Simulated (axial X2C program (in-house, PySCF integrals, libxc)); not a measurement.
# All-electron X2C curves of ZrB, part 2 of 2

Computed with an in-house X2C program for linear molecules on PySCF integrals; all-electron X2C, Zr dyall-cv3z, B dyall-v3z. Earlier steps stand in the parts before.

**11. PBE0, 2c**

State followed: Ω = 1/2 (excess of +ω over −ω: ω = 1/2). The scan is laid around 2.147 Å, a first estimate of the minimum, and this SCF restarts from the orbitals of the search.

Output at 2.147 Å:

```text
two-component X2C + atomic mean field  PBE0
basis functions 203  fitting functions 1000  grid points 5078
iter        total energy     max residual
   1      -3621.321923090     8.37e-06
   2      -3621.321923099     5.57e-06
   3      -3621.321923103     4.81e-06
   4      -3621.321923105     3.12e-06
   5      -3621.321923106     1.86e-06
converged
one-electron -5095.54135092  Coulomb 1545.26030635  exact exchange -29.20969062  xc functional -89.52740041  nuclear repulsion 49.29457018  atomic mean-field constant -1.59835769
```

Along the bond, energies from the lowest point:

```csv
R (Å),E (eV),μ (D),HOMO (eV),LUMO (eV),iterations
1.868,1.2913,-5.99,-3.68,-2.70,41
1.954,0.3231,-3.11,-4.65,-2.21,83
2.018,0.1308,-3.33,-4.68,-2.07,16
2.083,0.0290,-3.52,-4.71,-2.03,13
2.147,0.0000,-3.68,-4.73,-2.05,5
2.222,0.0380,-3.84,-4.76,-2.07,15
2.297,0.1344,-3.96,-4.78,-2.09,13
2.394,0.3180,-4.06,-4.80,-2.10,14
2.512,0.5983,-4.10,-4.81,-2.11,14
2.684,1.0497,-3.99,-4.71,-2.13,15
2.920,1.6500,-3.55,-4.52,-2.24,19
3.220,2.2713,-2.81,-4.36,-2.38,19
```

Dipoles are positive if B is the positive end.

Outer spinors at the reference distance:

```json
{"ω": "-1/2", "occupied": "yes", "ε (eV)": "-35.25", "atomic character": "99% Zr p", "λ mixture": "92% π, 8% σ"}
{"ω": "1/2", "occupied": "yes", "ε (eV)": "-34.69", "atomic character": "96% Zr p", "λ mixture": "81% σ, 19% π"}
{"ω": "3/2", "occupied": "yes", "ε (eV)": "-33.35", "atomic character": "99% Zr p", "λ mixture": "100% π"}
{"ω": "1/2", "occupied": "yes", "ε (eV)": "-32.61", "atomic character": "98% Zr p", "λ mixture": "81% π, 19% σ"}
{"ω": "-1/2", "occupied": "yes", "ε (eV)": "-32.27", "atomic character": "96% Zr p", "λ mixture": "92% σ, 8% π"}
{"ω": "-3/2", "occupied": "yes", "ε (eV)": "-31.83", "atomic character": "99% Zr p", "λ mixture": "100% π"}
{"ω": "1/2", "occupied": "yes", "ε (eV)": "-11.24", "atomic character": "57% B s, 17% Zr d, 12% Zr s", "λ mixture": "100% σ"}
{"ω": "-1/2", "occupied": "yes", "ε (eV)": "-8.68", "atomic character": "55% B s, 17% Zr d, 13% Zr s", "λ mixture": "100% σ"}
{"ω": "1/2", "occupied": "yes", "ε (eV)": "-5.72", "atomic character": "55% B p, 29% Zr d, 6% B s", "λ mixture": "100% σ"}
{"ω": "-1/2", "occupied": "yes", "ε (eV)": "-5.68", "atomic character": "51% Zr d, 42% B p, 3% Zr p", "λ mixture": "100% π"}
{"ω": "3/2", "occupied": "yes", "ε (eV)": "-5.59", "atomic character": "49% Zr d, 43% B p, 3% Zr p", "λ mixture": "100% π"}
{"ω": "1/2", "occupied": "yes", "ε (eV)": "-4.96", "atomic character": "59% Zr s, 23% Zr d, 9% B p", "λ mixture": "100% σ"}
{"ω": "-3/2", "occupied": "yes", "ε (eV)": "-4.73", "atomic character": "99% Zr d", "λ mixture": "100% δ"}
{"ω": "5/2", "occupied": "no", "ε (eV)": "-2.05", "atomic character": "99% Zr d", "λ mixture": "100% δ"}
{"ω": "1/2", "occupied": "no", "ε (eV)": "-1.85", "atomic character": "49% Zr d, 44% B p, 4% Zr p", "λ mixture": "100% π"}
{"ω": "-1/2", "occupied": "no", "ε (eV)": "-1.85", "atomic character": "42% Zr s, 28% Zr p, 23% B p", "λ mixture": "97% σ, 3% π"}
{"ω": "-3/2", "occupied": "no", "ε (eV)": "-1.83", "atomic character": "49% Zr d, 44% B p, 4% Zr p", "λ mixture": "100% π"}
```

PBE0 fields in the half plane through the axis: z from -2.4 to 4.5 Å across, distance from the axis 0.15 to 2.25 Å upwards; Zr lies at z = 0 and B at z = 2.147 Å; the ELF is damped to zero where the density is low.

log10 density (e/bohr³). Ten even steps from ' ' (-4.49 ) to '@' (1.60 ):
```
......::::::::::::::::::::::::::::::......      
....::::::--------------------::::::::::....    
..::::::----------------------------::::::....  
..::::------======================------::::....
::::::----====++++++==================----::::..
::::----====++******++++++++++++++++====--::::..
::::----==++**######**++++++++++++++====----::..
::::--====++**%%@@%%****++++**%%**++++==----::..
```

ELF. Ten even steps from ' ' (0.00 ) to '@' (1.00 ):
```
    ::--====++====--::::::::::......            
  ..--======++++==------------------::..        
..::------======----::--==++++++++++++==::..    
..::--::::::::----::::::++##############++--..  
::::::......::====--::::++##%%%%%%%%%%%%##**--  
::::::....::++######==::++%%%%##%%@@@@@@%%##++..
::::....::++##==::++##--++%%==  ::%%@@@@@@%%**::
::::....--####======##==++%%  @@--**@@@@@@%%##--
```

No constants are quoted: the solution changes its character somewhere along the scan, so the fit is set aside.

**12. HF, 2c**

The SCF at the reference distance of 2.147 Å:

```text
two-component X2C + atomic mean field  HF
basis functions 203  fitting functions 1000  grid points 5078
iter        total energy     max residual
   1      -3619.423594541     2.64e-01
   2      -3619.444513624     1.01e-02
   3      -3619.446332447     7.48e-03
   4      -3619.447062360     2.78e-03
   5      -3619.447407523     1.90e-03
   6      -3619.447617724     1.75e-03
   7      -3619.447714351     1.09e-03
   8      -3619.447784654     8.34e-04
   9      -3619.447813319     6.77e-04
  10      -3619.447831685     5.21e-04
  11      -3619.447843912     3.61e-04
  12      -3619.447851175     1.98e-04
  13      -3619.447854530     7.08e-05
  14      -3619.447855140     6.08e-05
  15      -3619.447855465     4.15e-05
  16      -3619.447855672     1.24e-05
  17      -3619.447855697     4.27e-06
  18      -3619.447855698     3.27e-06
  19      -3619.447855699     1.90e-06
converged
one-electron -5093.81882922  Coulomb 1543.55616308  exact exchange -116.88140205  xc functional 0.00000000  nuclear repulsion 49.29457018  atomic mean-field constant -1.59835769
```

No constants are quoted: the solution changes its character somewhere along the scan, so the fit is set aside.

**13. PW91, 2c**

Output at 2.147 Å:

```text
two-component X2C + atomic mean field  PW91
basis functions 203  fitting functions 1000  grid points 5078
iter        total energy     max residual
   1      -3621.940220148     1.11e-01
   2      -3621.942203503     1.27e-02
   3      -3621.816356679     1.05e-01
   4      -3621.943891749     1.34e-03
   5      -3621.943940578     9.21e-04
   6      -3621.943949795     4.73e-04
   7      -3621.943951388     1.48e-04
   8      -3621.943951648     4.95e-05
   9      -3621.943951684     2.33e-05
  10      -3621.943951689     3.84e-06
  11      -3621.943951690     7.53e-07
converged
one-electron -5095.81684217  Coulomb 1545.53684616  exact exchange 0.00000000  xc functional -119.36016818  nuclear repulsion 49.29457018  atomic mean-field constant -1.59835769
```

No constants are quoted: the points don't follow one smooth fit.

**14. B3LYP, 2c**

Output at 2.147 Å:

```text
two-component X2C + atomic mean field  B3LYP
basis functions 203  fitting functions 1000  grid points 5078
iter        total energy     max residual
   1      -3621.719624386     4.16e-02
   2      -3621.721150875     2.90e-03
   3      -3621.720936088     5.63e-03
   4      -3621.721180778     2.34e-03
   5      -3621.721249101     3.20e-04
   6      -3621.721251928     1.58e-04
   7      -3621.721253764     1.11e-04
   8      -3621.721255369     8.59e-05
   9      -3621.721256782     5.35e-05
  10      -3621.721257617     9.92e-06
  11      -3621.721257648     3.04e-06
  12      -3621.721257649     6.26e-07
converged
one-electron -5095.52148595  Coulomb 1545.23689072  exact exchange -23.36508898  xc functional -95.76778594  nuclear repulsion 49.29457018  atomic mean-field constant -1.59835769
```

No constants are quoted: the points don't follow one smooth fit.

**15. PBE, 2c**

Output at 2.147 Å:

```text
two-component X2C + atomic mean field  PBE
basis functions 203  fitting functions 1000  grid points 5078
iter        total energy     max residual
   1      -3621.256377640     9.21e-02
   2      -3621.257830794     1.15e-02
   3      -3621.201608982     7.12e-02
   4      -3621.259140998     2.64e-03
   5      -3621.259260016     6.29e-04
   6      -3621.259265426     1.47e-04
   7      -3621.259265937     6.06e-05
   8      -3621.259266042     1.68e-05
   9      -3621.259266049     2.09e-06
  10      -3621.259266049     1.53e-06
converged
one-electron -5095.56833665  Coulomb 1545.27409327  exact exchange 0.00000000  xc functional -118.66123516  nuclear repulsion 49.29457018  atomic mean-field constant -1.59835769
```

No constants are quoted: the points don't follow one smooth fit.

**16. Correlated methods, 2c**

Correlated methods: 15 electrons correlated (frozen shells, counted by type: Zr 3 s, 2 p, 1 d; B 1 s), 287 virtual spinors in MP2, 140 natural virtuals in coupled cluster.

Output of the correlated part at 2.147 Å:

```text
correlated 15  virtual 287  natural virtual 140  E(MP2) -0.395363598  MP2 remainder -0.006715822
iter   CCSD correlation   residual
   1     -0.393981916   1.45e-01
   2     -0.403254427   6.79e-02
   3     -0.407016951   3.61e-02
   4     -0.407166526   1.72e-02
   5     -0.407488206   9.07e-03
   6     -0.407608923   3.89e-03
   7     -0.407621475   1.88e-03
   8     -0.407654092   1.10e-03
   9     -0.407640662   7.52e-04
  10     -0.407649688   5.25e-04
  11     -0.407644271   3.71e-04
  12     -0.407648751   2.70e-04
  13     -0.407649534   1.72e-04
  14     -0.407648264   1.01e-04
  15     -0.407648365   5.78e-05
  16     -0.407648124   2.99e-05
  17     -0.407648074   1.70e-05
  18     -0.407648163   1.08e-05
  19     -0.407648045   7.32e-06
  20     -0.407648118   5.34e-06
  21     -0.407648061   3.65e-06
  22     -0.407648058   2.14e-06
(T) -0.020227615  T1 0.0478  D1 0.1161  max T2 0.059
```

MP2: No constants are quoted: the reference changes its character somewhere along the scan, so the fit is set aside.

CCSD: No constants are quoted: the reference changes its character somewhere along the scan, so the fit is set aside.

CCSD(T): No constants are quoted: the reference changes its character somewhere along the scan, so the fit is set aside.

**17. A higher determinant, 2c**

State: Ω = 9/2 (excess of +ω over −ω: ω = 1/2, ω = 3/2, ω = 5/2).

Output at the reference distance:

```text
two-component X2C + atomic mean field  PBE0
basis functions 203  fitting functions 1000  grid points 5078
iter        total energy     max residual
   1      -3621.318870541     3.25e-05
   2      -3621.318870587     3.72e-05
   3      -3621.318870607     1.67e-05
   4      -3621.318870625     7.76e-06
   5      -3621.318870630     9.82e-07
   6      -3621.318870630     7.22e-07
converged
one-electron -5095.48563938  Coulomb 1545.20602746  exact exchange -29.20941720  xc functional -89.52605400  nuclear repulsion 49.29457018  atomic mean-field constant -1.59835769
```

```csv
R (Å),E above the lowest PBE0 point (eV)
1.868,1.366
1.954,1.171
2.018,0.214
2.083,0.112
2.147,0.083
2.222,0.121
2.297,0.218
2.394,0.402
2.512,0.683
```

No constants are quoted: the solution changes its character somewhere along the scan, so the fit is set aside.

State: Ω = 5/2 (excess of +ω over −ω: 2 × ω = 1/2, ω = 3/2).

Output at the reference distance:

```text
two-component X2C + atomic mean field  PBE0
basis functions 203  fitting functions 1000  grid points 5078
iter        total energy     max residual
   1      -3621.302540124     1.24e-05
   2      -3621.302540128     1.15e-05
   3      -3621.302540130     1.17e-05
converged
one-electron -5094.66644813  Coulomb 1544.33099460  exact exchange -29.18276546  xc functional -89.48053363  nuclear repulsion 49.29457018  atomic mean-field constant -1.59835769
```

```csv
R (Å),E above the lowest PBE0 point (eV)
1.868,0.586
1.954,0.404
2.018,0.379
2.083,0.426
2.147,0.527
2.222,0.694
2.297,0.892
2.394,1.161
2.512,1.483
```

Re = 2.006 Å, ωe = 710 cm⁻¹, Be = 0.4271 cm⁻¹, μ = -3.78 D.

**18. The 2c curves together**

Energy (eV) of the followed determinant, 2c, from each level's lowest point:

```csv
R (Å),PBE0 (jumps),HF (jumps),MP2 (its reference jumps),CCSD (its reference jumps),CCSD(T) (its reference jumps),PW91,B3LYP,PBE
1.868,1.291,0.845,0.692,n/a,n/a,0.571,0.487,0.550
1.954,0.323,0.375,0.265,0.337,0.356,0.326,0.227,0.315
2.018,0.131,0.161,0.084,0.139,0.151,0.162,0.151,0.165
2.083,0.029,0.043,0.000,0.032,0.038,0.046,0.041,0.047
2.147,0.000,0.000,0.004,0.000,0.000,0.000,0.000,0.000
2.222,0.038,0.010,0.180,0.043,0.040,0.017,0.023,0.016
2.297,0.134,0.036,0.472,0.154,0.151,0.092,0.104,0.089
2.394,0.318,0.086,0.763,0.348,0.353,0.247,0.268,0.243
2.512,0.598,0.190,1.058,n/a,n/a,0.493,0.525,0.487
2.684,1.050,0.415,1.454,n/a,n/a,0.898,0.945,0.890
2.920,1.650,0.805,1.977,n/a,n/a,1.453,1.510,1.443
3.220,2.271,1.318,2.571,n/a,n/a,2.065,2.098,2.054
```

The whole job took 43 min on 2 threads, shared host.

**19. Constants**

What follows sums up all 2 parts.

Lowest determinant that the search found at its distance, spin-free: M_S = 5/2, Λ = 2 (beyond closed shells: 2 × σα, π+α, π-α, δ+α).

Lowest determinant that the search found at its distance, 2c: Ω = 1/2 (excess of +ω over −ω: ω = 1/2).

```
Hamiltonian  level  Re (Å)  ωe (cm⁻¹)  De (eV)  μ (D)
  spin-free   PBE0   2.145        623     3.24  -3.67
  spin-free   PW91   2.166        594     3.54  -3.23
  spin-free  B3LYP   2.160        604     2.68  -3.52
  spin-free    PBE   2.167        593     3.51  -3.24
```

Dipoles are positive if B is the positive end. No constants: spin-free HF (the solution changes its character somewhere along the scan, so the fit is set aside); spin-free MP2 (the reference changes its character somewhere along the scan, so the fit is set aside); spin-free CCSD (the reference changes its character somewhere along the scan, so the fit is set aside); spin-free CCSD(T) (the reference changes its character somewhere along the scan, so the fit is set aside); 2c PBE0 (the solution changes its character somewhere along the scan, so the fit is set aside); 2c HF (the solution changes its character somewhere along the scan, so the fit is set aside); 2c MP2 (the reference changes its character somewhere along the scan, so the fit is set aside); 2c CCSD (the reference changes its character somewhere along the scan, so the fit is set aside); 2c CCSD(T) (the reference changes its character somewhere along the scan, so the fit is set aside); 2c PW91 (the points don't follow one smooth fit); 2c B3LYP (the points don't follow one smooth fit); 2c PBE (the points don't follow one smooth fit).

What this shows: Bond lengths run from 2.145 Å (spin-free PBE0) to 2.167 Å (spin-free PBE).

De refers to Zr + B, each in the lowest determinant found, which need not be this curve's own limit. Each curve is one determinant whose occupation by symmetry is held fixed; it was picked as the lowest of a PBE0 search that is not exhaustive. Dissociation energies refer to the lowest single-determinant-based atoms at the same level and basis. With several unpaired electrons one determinant need not be a pure state. At some level an empty orbital lies below a filled one.
